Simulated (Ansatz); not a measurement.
## CoPd3, space group Pm-3m: a comparison of magnetic orders, step by step

Computed with Ansatz 0.2.0, Python API.

Run as a notebook:

**Cell 1**
```python
import warnings

import ansatz as az
import numpy as np
import pandas as pd
```

**Cell 2**
```python
FUNCTIONAL = "r2scan"
ECUT = 600
KSPACING = 0.29
FILLING = "fermi_dirac"
```

**Cell 3**
```python
def count_gap(report):
    # lowest empty less highest filled band, counting bands; zero where they overlap
    return max(report.get("gap_by_band_count_ev") or 0.0, 0.0)

CELL = [
    (3.85037, 0.0, 0.0),
    (0.0, 3.85037, 0.0),
    (0.0, 0.0, 7.70075),
]
ATOMS = [
    ("Co", (0.0, 0.0, 0.0)),
    ("Pd", (0.0, 0.5, 0.25)),
    ("Pd", (0.5, 0.0, 0.25)),
    ("Pd", (0.5, 0.5, 0.0)),
    ("Co", (0.0, 0.0, 0.5)),
    ("Pd", (0.0, 0.5, 0.75)),
    ("Pd", (0.5, 0.0, 0.75)),
    ("Pd", (0.5, 0.5, 0.5)),
]
```

**Cell 4**
```python
def ordered(moments):
    crystal = az.Crystal(lattice=az.Lattice.of(CELL))
    for (symbol, position), moment in zip(ATOMS, moments):
        crystal = crystal.atom(symbol, position, moment=moment or None)
    return crystal
```

**Cell 5**
```python
warnings.simplefilter("ignore", az.DeckWarning)
```

**Cell 6**
```python
# starting moments in muB, one an atom
orders = {
    "FM": [3.0, 0, 0, 0, 3.0, 0, 0, 0],
    "AFM": [3.0, 0, 0, 0, -3.0, 0, 0, 0],
}

rows = []
for label, moments in orders.items():
    model = (
        ordered(moments).calculation()
        .functional(FUNCTIONAL)
        .basis(ECUT)
        .kpoints(spacing=KSPACING)
        .occupations(FILLING, width=50 * az.meV)
        .spin("collinear")
        .band_table()
    )
    data = model.run().report
    rows.append((label, data["free_energy_ev"], data["magnetization_mub"], data["absolute_magnetization_mub"], max(abs(m) for m in data["site_moments_mub"]), count_gap(data)))
    print(label, "site moments:", [round(m, 2) for m in data["site_moments_mub"]])
```
Output:
```text
RunWarning: iteration 1: there is no memory in which an SCF minimises its free energy, or in which one mixes in the place of another whose close was not accepted (`scf.algorithm`, `scf.convergence.dm_fallback`, `scf.lower_state_search`): it takes a memory limit of about 3.61 GiB, over the 2.69 GiB that it is held to. This SCF is mixed; the run can end on another state than with more memory, one [...]
RunWarning: the run takes no state from an SCF along what the orbitals of the run's state read of its open shells (or to have them read: on a GPU, or by another smearing), with 24 of the crystal's symmetry operations given up (32 k-points in place of 20): the memory left no room for the minimisation of its SCF, so that no field was tried
FM site moments: [2.26, 0.24, 0.24, 0.24, 2.26, 0.24, 0.24, 0.24]
RunWarning: iteration 2: there is no memory for the model Hessian by which an SCF minimises its free energy: with it that takes a memory limit of about 2.78 GiB, over the 2.69 GiB that it is held to. The SCF goes on without it; the run can end on another state than with more memory. The budget is ten elevenths of this run's memory maximum, which was set by `override`, `--max-ram`. Only more of [...]
AFM site moments: [2.34, -0.0, -0.0, 0.06, -2.34, 0.0, 0.0, -0.06]
```

**Cell 7**
```python
# the same cell with no spin polarisation
plain = (
    ordered([0] * len(ATOMS)).calculation()
    .functional(FUNCTIONAL)
    .basis(ECUT)
    .kpoints(spacing=KSPACING)
    .occupations(FILLING, width=50 * az.meV)
    .band_table()
)
data = plain.run().report
rows.append(("NM", data["free_energy_ev"], 0.0, 0.0, 0.0, count_gap(data)))
```

**Cell 8**
```python
lowest = min(row[1] for row in rows)
rows = [(row[0], 1000 * (row[1] - lowest) / 2, *row[2:]) for row in sorted(rows, key=lambda row: row[1])]
print(pd.DataFrame(rows, columns=["order", "meV/magnetic atom", "net muB", "absolute muB", "largest site muB", "gap by band count eV"]).round(4).to_string(index=False))
print("lowest of these starts:", rows[0][0])
```
Output:
```text
order  meV/magnetic atom  net muB  absolute muB  largest site muB  gap by band count eV
   FM             0.0000   5.6168        6.4580            2.2606                   0.0
  AFM            39.0452   0.0000        5.1979            2.3378                   0.0
   NM          1137.6821   0.0000        0.0000            0.0000                   0.0
lowest of these starts: FM
```

In order of energy: ferromagnetic (+0.0 meV an atom, largest site moment 2.26 μB), antiferro- or ferrimagnetic (+9.8 meV an atom, largest site moment 2.34 μB) and non-magnetic (+284.4 meV an atom, largest site moment 0.00 μB). These are the states reached from the starts typed.

The magnetic order follows from the starting moments and needn't be the lowest. For a metal this k-point mesh is coarse: on a finer one energies can move by several to tens of meV an atom and pressures by half a GPa or more, differences at one mesh by less. A gap by band count of zero or less means overlapping bands, a metal. r2SCAN tends to overestimate the moments of itinerant magnets. The structure comes from a database of computed cells and needn't be a stable or known phase. Gaps and levels are Kohn-Sham values on a finite set of k-points, without spin-orbit coupling. Warnings are shown shortened and without file and line. Each row is the state reached from that start at the given structure, not necessarily the lowest of its order; other orders weren't tried. The script silences the warnings on its input, which a real study should read. Wall time of the script: 14 min on 1 thread of Arm Neoverse V1, on a shared host, peak memory 2.3 GiB.
